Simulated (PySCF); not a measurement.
# C2H5Cl2FSi: electronic excitations and core binding energies

Aim: predict the electronic excitations and core binding energies of C2H5Cl2FSi (`F[C@@H](Cl)[SiH2]CCl`).

Programs: PySCF 2.14.0, with density-fitted response routines of our own. Each step states its level of theory. These are calculated values for one molecule in the gas phase, unless marked as measured. Atoms count from 0, in the outputs and in this text.

## Step 1: The molecule as given

11 atoms, charge 0, multiplicity 1; geometry from: GFN2-xTB.

Bonds of the start (Å): F0–C1 1.36, C1–Cl2 1.79, C1–Si3 1.93, Si3–C4 1.91, C4–Cl5 1.79, C1–H6 1.09, Si3–H7 1.46, Si3–H8 1.46, C4–H9 1.09, C4–H10 1.09.

## Step 2: Excited states and response: B3LYP/def2-SVPD

The job: settings as JSON, then the geometry in Å.

```
{"job": {"kind": "uv", "xc": "B3LYP", "basis": "def2-SVPD", "nstates": 8, "ntriplets": 3}, "charge": 0, "multiplicity": 1}
F     -2.630024     0.467022     0.277440
C     -1.454190    -0.218421     0.374986
Cl    -1.644582    -1.769352    -0.492811
Si    -0.016068     0.764546    -0.457962
C      1.557179    -0.259817    -0.119163
Cl     1.800562    -0.306050     1.651867
H     -1.322249    -0.460720     1.433064
H     -0.293892     0.824809    -1.890241
H      0.072126     2.066727     0.198889
H      2.450261     0.185793    -0.547477
H      1.486302    -1.291867    -0.454555
```

Level: TDDFT B3LYP/def2-SVPD, vertical, gas phase, core orbitals frozen in the response.

Started as:

```sh
> OMP_NUM_THREADS=1 python probes_run.py task.json out
```

The driver reads the jobs from task.json and runs them one after another.

Standard output:

```text
coarse grid: 11232 points
cycle   1  E = -1388.3043662502  dE =  3.930e-01  |g| = 4.769e-01  |ddm| = 3.898e+00
cycle   2  E = -1388.2478526428  dE =  5.651e-02  |g| = 7.520e-01  |ddm| = 1.152e+00
cycle   3  E = -1388.3501086037  dE = -1.023e-01  |g| = 6.699e-02  |ddm| = 6.250e-01
cycle   4  E = -1388.3509970603  dE = -8.885e-04  |g| = 2.355e-02  |ddm| = 1.074e-01
cycle   5  E = -1388.3511289268  dE = -1.319e-04  |g| = 6.785e-03  |ddm| = 3.850e-02
cycle   6  E = -1388.3511399842  dE = -1.106e-05  |g| = 2.419e-03  |ddm| = 1.076e-02
cycle   7  E = -1388.3511414056  dE = -1.421e-06  |g| = 3.791e-04  |ddm| = 3.300e-03
final grid: 96304 points
cycle   8  E = -1388.5067343156  dE = -2.029e-05  |g| = 5.088e-03  |ddm| = 4.657e-02
cycle   9  E = -1388.5067265659  dE =  7.750e-06  |g| = 7.965e-03  |ddm| = 1.174e-02
cycle  10  E = -1388.5067397347  dE = -1.317e-05  |g| = 4.827e-04  |ddm| = 7.207e-03
cycle  11  E = -1388.5067397851  dE = -5.043e-08  |g| = 1.511e-04  |ddm| = 7.921e-04
cycle  12  E = -1388.5067397896  dE = -4.482e-09  |g| = 6.002e-05  |ddm| = 2.247e-04
cycle  13  E = -1388.5067397904  dE = -8.340e-10  |g| = 1.193e-05  |ddm| = 7.751e-05
converged SCF energy = -1388.5067397904

Static polarisability (au): isotropic 80.290, principal 73.652 79.463 87.755

Singlet excitations
state   eV       nm        f      main configurations
  1   6.5191    190.2   0.02199   H->L 0.84
  2   6.6951    185.2   0.02861   H->L+1 0.47, H-1->L 0.43
  3   6.9279    179.0   0.00396   H-2->L 0.61, H->L+1 0.10, H-1->L 0.09
  4   6.9811    177.6   0.01418   H-1->L 0.26, H->L+1 0.24, H-2->L 0.23
  5   7.1669    173.0   0.00733   H->L+2 0.41, H-1->L+1 0.27, H-1->L 0.12
  6   7.3117    169.6   0.00443   H-1->L+1 0.47, H->L+2 0.39
  7   7.4443    166.5   0.00561   H->L+3 0.45, H-1->L+2 0.40
  8   7.5184    164.9   0.00130   H-3->L 0.36, H-2->L+1 0.23, H-3->L+1 0.20

Triplet excitations (Tamm-Dancoff, eV): 5.9328 6.0641 6.3397
```

Wall time 55 s (1 thread of Arm Neoverse N1, shared host); peak memory 0.71 GiB.

The orbitals next to the gap, with their largest atomic shares:

| orbital | eV | atoms |
| --- | --- | --- |
| HOMO−3 | -9.12 | Cl2 82 %, C1 7 %, F0 5 % |
| HOMO−2 | -8.65 | Cl5 77 %, C4 13 % |
| HOMO−1 | -8.39 | Cl5 37 %, Cl2 26 %, Si3 10 % |
| HOMO | -8.11 | Cl2 27 %, Cl5 26 %, C1 12 % |
| LUMO | -0.61 | Cl5 25 %, Si3 19 %, C4 14 % |
| LUMO+1 | -0.17 | Cl2 35 %, C1 19 %, Cl5 14 % |
| LUMO+2 | 0.07 | Cl5 25 %, Si3 19 %, C4 16 % |

With each of the 8 states as a Gaussian band of 0.4 eV half-width at 1/e, the curve within the window shown has maxima at 185 nm (ε 2,500) L/(mol cm). Beyond the last state computed it falls off for lack of states. The curve at chosen wavelengths:

(nm, ε (L/mol/cm)): (159, 190), (161, 312), (163, 466), (165, 646), (167, 845), (169, 1055), (171, 1274), (173, 1499), (175, 1728), (177, 1951), (179, 2156), (181, 2322), (183, 2429), (185, 2457), (187, 2397), (189, 2251), (191, 2031), (193, 1760), (195, 1467), (197, 1176), (199, 907), (201, 675), (203, 485), (205, 337), (207, 227), (209, 148)

Leading natural transition orbitals of singlet state 2: the hole lies on Cl2 55 %; C1 15 %; H6 8 %; the particle on Cl2 38 %; C1 25 %; H6, H8 about 9 % each.

Leading natural transition orbitals of singlet state 1: the hole lies on Cl5 47 %; Cl2 13 %; C4 11 %; the particle on Cl5 28 %; C4 16 %; H7, H9 about 10 % each.

Further results of this job:

| property | computed |
| --- | --- |
| dipole moment (D) | 2.09 |
| polarisability (Å³) | 11.90 |
| HOMO–LUMO gap (eV) | 7.50 |
| −ε(HOMO) (eV) | 8.11 |

Orbitals, density, ELF and potential are computed afterwards from the orbital file.

Frontier orbitals at B3LYP/def2-SVPD, with the share of their density that lies nearest to each atom:

| orbital | energy (eV) | lies on |
| --- | --- | --- |
| HOMO | -8.11 | Cl2, Cl5 about 28 % each; C1 11 %; Si3 8 % |
| LUMO | -0.61 | Cl5 20 %; H7, H9 about 12 % each; C4 12 % |

ELF in a plane through or near 4 of the atoms.

Ten even steps from '0' (0.00) to '9' (0.99):
```
0000000000000000000000000000
0000000000000000000000000000
0000000000000000000000000000
0000000000000000000000000000
0000000000001111000000000000
0000000000013443100000000000
0000013210121111100233100000
0000279973451770310577420000
0000699997891771862788631000
0000599996797118974778741000
0000137882268448722567640000
0000001343353013313311210000
0000000124430001355200000000
0000000111100000111110000000
0000000111000000111110000000
0000000000000000011100000000
0000000000000000000000000000
0000000000000000000000000000
0000000000000000000000000000
0000000000000000000000000000
```
The map spans 10.5 Å across and 8.6 Å up, centred on the molecule. Atoms in the plane (x, y in Å): C1 (1.5, -0.3), Si3 (0.0, 0.9), C4 (-1.6, -0.2), H9 (-2.5, 0.3).

log10 of the density (e/Å³) in the same plane.

Ten even steps from '0' (-4.0) to '9' (1.7):
```
0000000000000000000000000000
0000000000001111000000000000
0000000000112222110000000000
0000000001223333221100000000
0000000112334444332111000000
0000112223445555443333221000
0001223344456666544454432000
0001234555567996555666543100
0002345666667996666787653210
0012346777776666777788653210
0002345678876666787776553110
0001334667765556677665442100
0001234556665445666554331100
0001234455554344555544321000
0000123444443334455443211000
0000112333332223333332110000
0000011222221112222221100000
0000000111111001111110000000
0000000000000000000000000000
0000000000000000000000000000
```
The map spans 10.5 Å across and 8.6 Å up, centred on the molecule. Atoms in the plane (x, y in Å): C1 (1.5, -0.3), Si3 (0.0, 0.9), C4 (-1.6, -0.2), H9 (-2.5, 0.3).

On the surface of density 0.002 e/bohr³ the electrostatic potential runs, from the 1st to the 99th percentile, from -0.76 V near F0 to 1.50 V near H9.

## Step 3: Core holes by ΔSCF: SCAN, X2C

Same as in step 2 but for these lines:

```diff
@@ -1,2 +1,2 @@
-{"job": {"kind": "uv", "xc": "B3LYP", "basis": "def2-SVPD", "nstates": 8, "ntriplets": 3}, "charge": 0, "multiplicity": 1}
+{"job": {"kind": "xps"}, "charge": 0, "multiplicity": 1}
 F     -2.630024     0.467022     0.277440
```

Method: delta-SCF UKS SCAN, pcX-2 on the ionised atom, pcseg-1 elsewhere, spin-free X2C.

Standard output:

```text
ground state, core basis on atom 0 (F), 152 functions
  cycle   1  E = -1392.08149645  |g| = 5.69e-01
  cycle   2  E = -1391.98065538  |g| = 1.01e+00
  cycle   3  E = -1392.13427067  |g| = 1.05e-01
  cycle   4  E = -1392.13649652  |g| = 3.41e-02
  cycle   5  E = -1392.13679521  |g| = 1.31e-02
  cycle   6  E = -1392.13683602  |g| = 4.36e-03
  cycle   7  E = -1392.13684435  |g| = 6.89e-04
  cycle   8  E = -1392.13684020  |g| = 1.66e-04
  E(ground) = -1392.17746321 Eh
hole in F 1s of atom 0
  cycle   1  E = -1365.76481340  |g| = 2.58e+00
  cycle   2  E = -1363.90721246  |g| = 2.62e+00
  cycle   3  E = -1365.34807883  |g| = 1.39e+00
  cycle   4  E = -1366.61712905  |g| = 3.35e-01
  cycle   5  E = -1366.62899484  |g| = 2.53e-01
  cycle   6  E = -1366.66169161  |g| = 7.05e-02
  cycle   7  E = -1366.66440198  |g| = 1.21e-02
  cycle   8  E = -1366.66446722  |g| = 6.81e-03
  cycle   9  E = -1366.66449277  |g| = 1.53e-03
  cycle  10  E = -1366.66449496  |g| = 3.82e-04
  E(ion) = -1366.70979965 Eh   <S^2> = 0.7575   hole on atom = 1.000   binding energy = 693.010 eV
ground state, core basis on atom 1 (C), 152 functions
  cycle   1  E = -1392.09727991  |g| = 9.16e-02
  cycle   2  E = -1392.09540368  |g| = 1.30e-01
  cycle   3  E = -1392.09802426  |g| = 2.16e-02
  cycle   4  E = -1392.09809878  |g| = 5.39e-03
  cycle   5  E = -1392.09810951  |g| = 1.32e-03
  cycle   6  E = -1392.09810777  |g| = 1.75e-04
  E(ground) = -1392.13605440 Eh
hole in C 1s of atom 1
  cycle   1  E = -1380.71644306  |g| = 1.51e+00
  cycle   2  E = -1373.64334204  |g| = 3.21e+00
  cycle   3  E = -1378.26640270  |g| = 1.72e+00
  cycle   4  E = -1381.09778320  |g| = 6.55e-01
  cycle   5  E = -1380.79682303  |g| = 6.95e-01
  cycle   6  E = -1381.26298849  |g| = 2.17e-01
  cycle   7  E = -1381.28617650  |g| = 9.63e-02
  cycle   8  E = -1381.28996954  |g| = 4.01e-02
  cycle   9  E = -1381.29063844  |g| = 2.38e-02
  cycle  10  E = -1381.29095241  |g| = 1.04e-02
  cycle  11  E = -1381.29102536  |g| = 2.95e-03
  cycle  12  E = -1381.29103029  |g| = 5.15e-04
  cycle  13  E = -1381.29103133  |g| = 1.69e-04
  E(ion) = -1381.32547658 Eh   <S^2> = 0.7804   hole on atom = 1.000   binding energy = 294.171 eV
ground state, core basis on atom 2 (Cl), 163 functions
  cycle   1  E = -1392.27605910  |g| = 4.87e-01
  cycle   2  E = -1392.27618916  |g| = 5.06e-02
  cycle   3  E = -1392.27608184  |g| = 4.38e-02
  cycle   4  E = -1392.27634546  |g| = 1.24e-02
  cycle   5  E = -1392.27638459  |g| = 2.97e-03
  cycle   6  E = -1392.27638520  |g| = 2.96e-04
  E(ground) = -1392.30110776 Eh
hole in Cl 1s of atom 2
  cycle   1  E = -1287.06626935  |g| = 5.47e+00
  cycle   2  E = -1286.11837916  |g| = 2.45e+00
  cycle   3  E = -1281.93981434  |g| = 2.80e+00
  cycle   4  E = -1288.15464024  |g| = 5.24e-01
  cycle   5  E = -1288.17211491  |g| = 5.13e-01
  cycle   6  E = -1288.30558970  |g| = 7.90e-02
  cycle   7  E = -1288.30678915  |g| = 7.09e-02
  cycle   8  E = -1288.30863589  |g| = 1.35e-02
  cycle   9  E = -1288.30867957  |g| = 7.28e-03
  cycle  10  E = -1288.30870289  |g| = 1.96e-03
  cycle  11  E = -1288.30870709  |g| = 5.34e-04
  cycle  12  E = -1288.30870633  |g| = 1.19e-04
  E(ion) = -1288.34062131 Eh   <S^2> = 0.7526   hole on atom = 1.000   binding energy = 2828.909 eV
hole in Cl 2p of atom 2
  cycle   1  E = -1384.20213094  |g| = 1.70e+00
  cycle   2  E = -1382.76447412  |g| = 1.68e+00
  cycle   3  E = -1384.14301089  |g| = 8.75e-01
  cycle   4  E = -1384.63127881  |g| = 2.22e-01
  cycle   5  E = -1384.65194077  |g| = 1.72e-01
  cycle   6  E = -1384.66418407  |g| = 4.96e-02
  cycle   7  E = -1384.66508833  |g| = 2.34e-02
  cycle   8  E = -1384.66527733  |g| = 6.68e-03
  cycle   9  E = -1384.66529974  |g| = 1.63e-03
  cycle  10  E = -1384.66529946  |g| = 7.49e-04
  cycle  11  E = -1384.66529842  |g| = 1.56e-04
  E(ion) = -1384.69725152 Eh   <S^2> = 0.7522   hole on atom = 1.001   binding energy = 206.911 eV
  2p3/2 = 206.314 eV   2p1/2 = 207.968 eV
ground state, core basis on atom 3 (Si), 163 functions
  cycle   1  E = -1392.18553808  |g| = 2.87e-01
  cycle   2  E = -1392.18556030  |g| = 4.06e-02
  cycle   3  E = -1392.18543484  |g| = 3.84e-02
  cycle   4  E = -1392.18576037  |g| = 1.08e-02
  cycle   5  E = -1392.18579117  |g| = 1.34e-03
  cycle   6  E = -1392.18579005  |g| = 2.14e-04
  E(ground) = -1392.18319269 Eh
hole in Si 1s of atom 3
  cycle   1  E = -1323.23411655  |g| = 4.35e+00
  cycle   2  E = -1323.08176686  |g| = 2.25e+00
  cycle   3  E = -1323.79015994  |g| = 8.96e-01
  cycle   4  E = -1324.24365622  |g| = 3.38e-01
  cycle   5  E = -1324.28378991  |g| = 1.82e-01
  cycle   6  E = -1324.29705799  |g| = 3.62e-02
  cycle   7  E = -1324.29755286  |g| = 1.45e-02
  cycle   8  E = -1324.29765765  |g| = 6.73e-03
  cycle   9  E = -1324.29767656  |g| = 1.54e-03
  cycle  10  E = -1324.29767850  |g| = 3.78e-04
  E(ion) = -1324.30192391 Eh   <S^2> = 0.7525   hole on atom = 1.000   binding energy = 1847.143 eV
hole in Si 2p of atom 3
  cycle   1  E = -1387.89276448  |g| = 1.24e+00
  cycle   2  E = -1387.62481244  |g| = 1.20e+00
  cycle   3  E = -1388.15277324  |g| = 3.33e-01
  cycle   4  E = -1388.21391161  |g| = 1.24e-01
  cycle   5  E = -1388.21819784  |g| = 6.95e-02
  cycle   6  E = -1388.22038258  |g| = 1.13e-02
  cycle   7  E = -1388.22043712  |g| = 5.13e-03
  cycle   8  E = -1388.22045236  |g| = 2.08e-03
  cycle   9  E = -1388.22045093  |g| = 2.96e-04
  E(ion) = -1388.22870878 Eh   <S^2> = 0.7522   hole on atom = 1.002   binding energy = 107.607 eV
  2p3/2 = 107.408 eV   2p1/2 = 108.032 eV
ground state, core basis on atom 4 (C), 152 functions
  cycle   1  E = -1392.09328065  |g| = 6.18e-02
  cycle   2  E = -1392.09331963  |g| = 2.45e-02
  cycle   3  E = -1392.09342111  |g| = 1.60e-02
  cycle   4  E = -1392.09348863  |g| = 5.02e-03
  cycle   5  E = -1392.09349594  |g| = 5.85e-04
  cycle   6  E = -1392.09349704  |g| = 1.35e-04
  E(ground) = -1392.13197063 Eh
hole in C 1s of atom 4
  cycle   1  E = -1380.78189929  |g| = 1.51e+00
  cycle   2  E = -1378.13727876  |g| = 2.39e+00
  cycle   3  E = -1381.07490773  |g| = 6.54e-01
  cycle   4  E = -1381.32235149  |g| = 2.77e-01
  cycle   5  E = -1381.35151678  |g| = 1.34e-01
  cycle   6  E = -1381.36009097  |g| = 2.23e-02
  cycle   7  E = -1381.36031574  |g| = 1.24e-02
  cycle   8  E = -1381.36037862  |g| = 6.13e-03
  cycle   9  E = -1381.36039758  |g| = 1.89e-03
  cycle  10  E = -1381.36040321  |g| = 1.20e-03
  cycle  11  E = -1381.36040438  |g| = 6.71e-04
  cycle  12  E = -1381.36040520  |g| = 3.17e-04
  E(ion) = -1381.39471802 Eh   <S^2> = 0.7777   hole on atom = 1.000   binding energy = 292.176 eV
ground state, core basis on atom 5 (Cl), 163 functions
  cycle   1  E = -1392.27537565  |g| = 4.86e-01
  cycle   2  E = -1392.27552934  |g| = 4.59e-02
  cycle   3  E = -1392.27550979  |g| = 3.32e-02
  cycle   4  E = -1392.27566051  |g| = 7.21e-03
  cycle   5  E = -1392.27567008  |g| = 1.77e-03
  cycle   6  E = -1392.27567361  |g| = 3.09e-04
  E(ground) = -1392.30098187 Eh
hole in Cl 1s of atom 5
  cycle   1  E = -1287.06741197  |g| = 5.47e+00
  cycle   2  E = -1286.24009567  |g| = 2.43e+00
  cycle   3  E = -1278.33505030  |g| = 2.98e+00
  cycle   4  E = -1288.10146696  |g| = 6.09e-01
  cycle   5  E = -1288.15581986  |g| = 5.36e-01
  cycle   6  E = -1288.30582033  |g| = 5.91e-02
  cycle   7  E = -1288.30699141  |g| = 4.39e-02
  cycle   8  E = -1288.30785598  |g| = 1.20e-02
  cycle   9  E = -1288.30790449  |g| = 5.30e-03
  cycle  10  E = -1288.30791475  |g| = 2.33e-03
  cycle  11  E = -1288.30791759  |g| = 4.62e-04
  E(ion) = -1288.34041729 Eh   <S^2> = 0.7525   hole on atom = 1.000   binding energy = 2828.911 eV
hole in Cl 2p of atom 5
  cycle   1  E = -1384.20270245  |g| = 1.70e+00
  cycle   2  E = -1382.88310400  |g| = 1.66e+00
  cycle   3  E = -1384.18698564  |g| = 8.41e-01
  cycle   4  E = -1384.63319267  |g| = 2.14e-01
  cycle   5  E = -1384.65232265  |g| = 1.53e-01
  cycle   6  E = -1384.66388531  |g| = 3.23e-02
  cycle   7  E = -1384.66434943  |g| = 1.84e-02
  cycle   8  E = -1384.66450159  |g| = 5.61e-03
  cycle   9  E = -1384.66451323  |g| = 9.99e-04
  cycle  10  E = -1384.66451517  |g| = 6.60e-04
  cycle  11  E = -1384.66451477  |g| = 2.21e-04
  E(ion) = -1384.69710206 Eh   <S^2> = 0.7517   hole on atom = 1.001   binding energy = 206.912 eV
  2p3/2 = 206.311 eV   2p1/2 = 207.965 eV
```

Wall time 2.5 min (1 thread of Arm Neoverse N1, shared host); peak memory 0.61 GiB.

Binding energies by hole, beside the orbital energy of the ground state; the difference holds orbital relaxation and, for a density functional, its self-interaction error:

| hole | stands for | environment | ΔSCF (eV; 2p as the shell's mean) | −ε (eV) | ⟨S²⟩ |
| --- | --- | --- | --- | --- | --- |
| F1s on F0 | F0 | fluorine on an sp3 carbon | 693.01 | 667.2 | 0.757 |
| C1s on C1 | C1 | sp3 CH bonded to Cl and F and Si | 294.17 | 277.3 | 0.780 |
| Cl1s on Cl2 | Cl2 | chlorine bonded to C | 2828.91 | 2763.9 | 0.753 |
| Cl2p on Cl2 | Cl2 | chlorine bonded to C | 206.87 | 193.7 | 0.752 |
| Si1s on Si3 | Si3 | silicon bonded to 2 C, 2 H | 1847.14 | 1794.1 | 0.753 |
| Si2p on Si3 | Si3 | silicon bonded to 2 C, 2 H | 107.62 | 96.9 | 0.752 |
| C1s on C4 | C4 | sp3 CH2 bonded to Cl and Si | 292.18 | 275.4 | 0.778 |
| Cl1s on Cl5 | Cl5 | chlorine bonded to C | 2828.91 | 2763.8 | 0.753 |
| Cl2p on Cl5 | Cl5 | chlorine bonded to C | 206.86 | 193.6 | 0.752 |

With the spin-orbit splitting: Cl2 2p3/2 206.31, 2p1/2 207.97 eV; Si3 2p3/2 107.41, 2p1/2 108.03 eV; Cl5 2p3/2 206.31, 2p1/2 207.97 eV. The table gives each 2p level as the mean over the whole 2p shell (two parts 2p3/2, one part 2p1/2), which differs a little from the single hole in the log.

## Step 4: What came out

| quantity | value |
| --- | --- |
| lowest singlet (B3LYP/def2-SVPD) | 6.52 eV (190 nm), f = 0.022 |
| brightest single state of those computed | state 2, 6.70 eV, f = 0.029 |
| lowest triplet | 5.93 eV |
| surface potential, 1st and 99th percentile | -0.76 V and 1.50 V |
| C1s binding energies, SCAN/pcX-2 | C1 294.17, C4 292.18 eV |
| Cl1s binding energies, SCAN/pcX-2 | Cl5 2828.91, Cl2 2828.91 eV |
| Cl2p binding energies, SCAN/pcX-2 | Cl2 206.87, Cl5 206.86 eV |
| F1s binding energies, SCAN/pcX-2 | F0 693.01 eV |
| Si1s binding energies, SCAN/pcX-2 | Si3 1847.14 eV |
| Si2p binding energies, SCAN/pcX-2 | Si3 107.62 eV |

**Reading.** The lowest singlet, at 6.52 eV, is HOMO→LUMO 0.84 and is weak; of the 8 states computed, the strongest absorption comes from state 2 at 6.70 eV. The lowest triplet lies 0.59 eV below the lowest singlet (triplets in Tamm-Dancoff, singlets in full TDDFT). By nearest atom (B3LYP/def2-SVPD), the HOMO sits on Cl2, Cl5 about 28 % each; C1 11 % and the LUMO on Cl5 20 %; H7, H9 about 12 % each. The C1s levels kept as sound span 2.00 eV, from C4 (sp3 CH2 bonded to Cl and Si) up to C1 (sp3 CH bonded to Cl and F and Si). The Cl1s levels computed lie within 0.00 eV of one another, too close to rank. The Cl2p levels computed lie within 0.00 eV of one another, too close to rank.
